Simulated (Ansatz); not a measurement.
**TlAlO2: a single-point run**

Aim: a sound single-point run of TlAlO2. The structure is shown as the input types it. The cell is built on a prototype (ordering on rocksalt) and needn't be the phase found in nature.

Program: Ansatz 0.2.0. Level of theory: density functional or hybrid calculation with the settings of its input, plane waves (as first typed). These are calculated values, not measurements.

## Step 1: The starting structure

Symmetry: P4/mmm, No. 123, tetragonal system. Conventional cell: a = 3.395 Å, b = 3.395 Å, c = 4.892 Å, α = 90.00°, β = 90.00°, γ = 90.00°. Around Tl (site symmetry 4/mmm) lie 6 O at 2.40 to 2.45 Å. O (site symmetry 4/mmm) is surrounded by 4 Al at 2.40 Å and 2 Tl at 2.45 Å. Around Al (site symmetry 4/mmm) lie 6 O at 2.40 to 2.45 Å. Around O (site symmetry 4/mmm) lie 4 Tl at 2.40 Å and 2 Al at 2.45 Å.

As a file:

```
CELL_PARAMETERS angstrom
3.39497 0.00000 0.00000
0.00000 3.39497 0.00000
0.00000 0.00000 4.89150
ATOMIC_POSITIONS crystal
Tl 0.00000 0.00000 0.00000
O 0.00000 0.00000 0.50000
Al 0.50000 0.50000 0.50000
O 0.50000 0.50000 0.00000
```

## Step 2: Input and run

Input file input.yaml:

```yaml
crystal:
  lattice:
    - [3.394971646, 0.0, 0.0]
    - [0.0, 3.394971646, 0.0]
    - [0.0, 0.0, 4.8915014821]
  atoms:
    - { symbol: Tl, position: [0.0, 0.0, 0.0] }
    - { symbol: O, position: [0.0, 0.0, 0.5] }
    - { symbol: Al, position: [0.5, 0.5, 0.5] }
    - { symbol: O, position: [0.5, 0.5, 0.0] }
kpoints:
  mp_grid: { grid: [6, 6, 4] }
hamiltonian:
  xc: pbesol
scf:
  occupations: { method: fermi_dirac, width: 0.02 }
  n_extra_bands: 5
  max_iter: 80
output:
  forces: true
  stress: true
  eigenvalues: true
basis:
  ecutrho_ratio: 1
```

On the command line:

```console
$ ansatz run input.yaml --threads 4 --pin off --max-ram 3686MiB --backend cpu --events-out ev --progress --plain --runs-dir out
```

Q: Will this input give a usable result? If not, why, and what should change?

The program finished normally, with warnings (cutoff below recommended). Its log warns: «basis.ecutrho_ratio = 1 (ecutrho = 420 eV) is below the records' recommended 1680 eV»

The suspect setting: basis.ecutrho_ratio is 1. The grid or cutoff for the density and potential is too coarse for the wavefunction basis: a density holds Fourier components up to twice the waves' wavevector.

Run again and compare: delete basis.ecutrho_ratio (the default then holds).
